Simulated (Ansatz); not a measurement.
# Si3BH9: small, medium and large basis sets

Aim: see how fast density functionals converge with the basis set for Si3BH9.

The runs use Ansatz 0.2.0, Gaussian basis; one geometry, several basis sets.

The runs, in order: PBE0-D4/def2-SVP; ωB97M-V/def2-SVP; PBE0-D4/def2-QZVPP; ωB97M-V/def2-QZVPP; the functionals' def2-TZVPP values are taken from earlier runs.

## (1) The relaxed structure

The geometry comes from an earlier relaxation with PBE0-D4 in a triple-zeta def2 set; it is a stationary point, not always the lowest conformer.

SMILES `B[SiH2][SiH2][SiH3]`, 13 atoms, charge 0, spin multiplicity 1.

Atoms are counted from 1 here; the program's logs count them from 0.

Bond lengths: B1–Si2 1.989 Å, B1–H5 1.196 Å, B1–H6 1.195 Å, Si2–Si3 2.357 Å, Si2–H7 1.490 Å, Si2–H8 1.489 Å, Si3–Si4 2.338 Å, Si3–H9 1.490 Å, Si3–H10 1.490 Å, Si4–H11 1.489 Å, Si4–H12 1.488 Å, Si4–H13 1.488 Å. Angles: Si2–B1–H5 120.7°, Si2–B1–H6 121.1°, H5–B1–H6 117.9°, B1–Si2–Si3 102.1°, B1–Si2–H7 114.5°, B1–Si2–H8 115.3°, Si3–Si2–H7 106.7°, Si3–Si2–H8 108.4°, H7–Si2–H8 109.2°, Si2–Si3–Si4 110.0°, Si2–Si3–H9 109.7°, Si2–Si3–H10 109.4°, Si4–Si3–H9 109.4°, Si4–Si3–H10 110.3°, H9–Si3–H10 108.1°, Si3–Si4–H11 109.2°, Si3–Si4–H12 109.9°, Si3–Si4–H13 111.6° and more.

As a file:

```xyz
13
BH9Si3
B    -1.9979   -0.8056   -0.7055
Si   -0.1826   -1.6159   -0.6593
Si    0.9179   -0.2707    0.9334
Si    0.8527    1.9695    0.2683
H    -2.2317    0.1290   -1.4137
H    -2.8541   -1.1653    0.0471
H     0.5847   -1.4877   -1.9297
H    -0.1297   -3.0306   -0.1967
H     0.2504   -0.4121    2.2579
H     2.3299   -0.7261    1.0745
H    -0.5646    2.4195    0.2009
H     1.4582    2.1154   -1.0825
H     1.5872    2.8458    1.2200
```

## (2) PBE0-D4 in def2-SVP

File in.yaml:

```yaml
crystal:
  periodic: [false, false, false]
  atoms:
    - {symbol: B, position_ang: [-1.997883, -0.805580, -0.705546]}
    - {symbol: Si, position_ang: [-0.182555, -1.615946, -0.659335]}
    - {symbol: Si, position_ang: [0.917916, -0.270675, 0.933406]}
    - {symbol: Si, position_ang: [0.852683, 1.969490, 0.268329]}
    - {symbol: H, position_ang: [-2.231741, 0.128978, -1.413688]}
    - {symbol: H, position_ang: [-2.854124, -1.165294, 0.047119]}
    - {symbol: H, position_ang: [0.584746, -1.487741, -1.929680]}
    - {symbol: H, position_ang: [-0.129736, -3.030577, -0.196671]}
    - {symbol: H, position_ang: [0.250441, -0.412108, 2.257938]}
    - {symbol: H, position_ang: [2.329858, -0.726107, 1.074485]}
    - {symbol: H, position_ang: [-0.564569, 2.419501, 0.200919]}
    - {symbol: H, position_ang: [1.458206, 2.115427, -1.082489]}
    - {symbol: H, position_ang: [1.587158, 2.845830, 1.220012]}
basis:
  gaussian: {orbitals: def2-SVP}
hamiltonian: {xc: pbe0, dispersion: d4}
output: {orbitals: {seedname: orbitals}}
```

After this run come: ωB97M-V in def2-SVP; PBE0-D4 in def2-QZVPP; ωB97M-V in def2-QZVPP.

Before running them: what should the planned runs give, taken together? Wanted: PBE0-D4: double and triple zeta above quadruple; ωB97M-V: double and triple zeta above quadruple.

**Answer**, as computed:

| quantity | value |
| --- | --- |
| PBE0-D4: double and triple zeta above quadruple | 9.89, 0.84 eV |
| ωB97M-V: double and triple zeta above quadruple | 10.04, 0.79 eV |

**Reading.** PBE0-D4 gains 9.06 eV from double to triple zeta, then 0.84 eV more. Total energies overstate the basis error of differences, where much of it tends to cancel.
